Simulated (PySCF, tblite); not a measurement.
# C4H10O2SSi: geometry, infrared bands and NMR shifts

Wanted: the infrared bands and NMR shifts of C4H10O2SSi (`CS(=O)(=O)[C@@H]1CC[SiH2]1`), by calculation.

Computed with tblite 0.8.0 and PySCF 2.14.0, with density-fitted response routines of our own, on a single molecule in the gas phase. Atoms are numbered from 0 throughout.

## Step 1: The starting structure

18 atoms, charge 0, multiplicity 1; geometry from: force field or distance geometry start.

Bonds of the start (Å): C0–S1 1.77, S1–O2 1.51, S1–O3 1.50, S1–C4 1.75, C4–C5 1.49, C5–C6 1.54, C6–Si7 1.85, Si7–C4 1.89, C0–H8 1.11, C0–H9 1.14, C0–H10 1.10, C4–H11 1.12, C5–H12 1.14, C5–H13 1.09, C6–H14 1.11, C6–H15 1.11, Si7–H16 1.45, Si7–H17 1.45.

## Step 2: Geometry optimisation with GFN2-xTB

The job: settings as JSON, then the geometry in Å.

```
{"job": {"kind": "relax", "xc": "GFN2-xTB", "basis": "xTB"}, "charge": 0, "multiplicity": 1}
C     -2.555400    -0.675900    -0.209200
S     -1.355800     0.330200     0.617200
O     -1.868900     1.749000     0.571900
O     -1.223400    -0.087400     2.051800
C      0.148000     0.304900    -0.270100
C      0.984400    -0.927600    -0.257700
C      2.153300    -0.012800    -0.682100
Si     1.577400     1.125200     0.659100
H     -2.628200    -0.342000    -1.261600
H     -3.568800    -0.586000     0.302000
H     -2.198900    -1.713600    -0.215900
H      0.016700     0.706200    -1.310600
H      1.243000    -1.303900     0.783500
H      0.764200    -1.715700    -0.976800
H      2.040700     0.394000    -1.710300
H      3.152000    -0.464500    -0.521200
H      1.731800     0.676900     2.029500
H      1.579000     2.549300     0.388900
```

On the command line:

```
$ OMP_NUM_THREADS=1 python probes_run.py task.json out
```

One launch serves the whole session: the jobs run in the order shown.

**Question.** This job is followed by: GFN2-xTB harmonic vibrations, gas phase; GIAO PBE0/pcSseg-1 NMR shielding, non-relativistic, gas phase. Predict these results of the whole session: strongest single infrared mode (GFN2-xTB); zero-point energy (GFN2-xTB); ¹³C shifts against TMS (PBE0/pcSseg-1); ¹H shifts against TMS (PBE0/pcSseg-1, means over atoms taken as alike); ³³S shifts against CS2 (PBE0/pcSseg-1); ¹⁷O shifts against H2O (PBE0/pcSseg-1); ²⁹Si shifts against TMS (PBE0/pcSseg-1).

As calculated:

| quantity | value |
| --- | --- |
| strongest single infrared mode (GFN2-xTB) | 1242 cm⁻¹, 474 km/mol |
| zero-point energy (GFN2-xTB) | 83.6 kcal/mol |
| ¹³C shifts against TMS (PBE0/pcSseg-1) | 61.0, 44.3, 24.0, 11.7 ppm |
| ¹H shifts against TMS (PBE0/pcSseg-1, means over atoms taken as alike) | 5.25, 4.95, 2.95, 2.51, 2.38, 2.36, 2.24, 1.45 ppm |
| ³³S shifts against CS2 (PBE0/pcSseg-1) | 311 ppm |
| ¹⁷O shifts against H2O (PBE0/pcSseg-1) | 221.3, 200.2 ppm |
| ²⁹Si shifts against TMS (PBE0/pcSseg-1) | -29.5 ppm |

**Reading.** Over 114 steps the energy fell by 1.557 eV; of the close pairs, S1–O2 changed most, 1.509 to 1.440 Å. No mode is imaginary among the 48: a minimum at this level. The strongest single mode, at 1242 cm⁻¹, has its largest shares on S1, O2 and O3 (the list is cut at 3 atoms). GFN2-xTB is a fitted tight-binding method: band positions and strengths are rough. Its intensities can rank the bands wrongly. At PBE0/pcSseg-1: The widest tensor belongs to S1: span 292 ppm, with a paramagnetic part of -861 ppm.
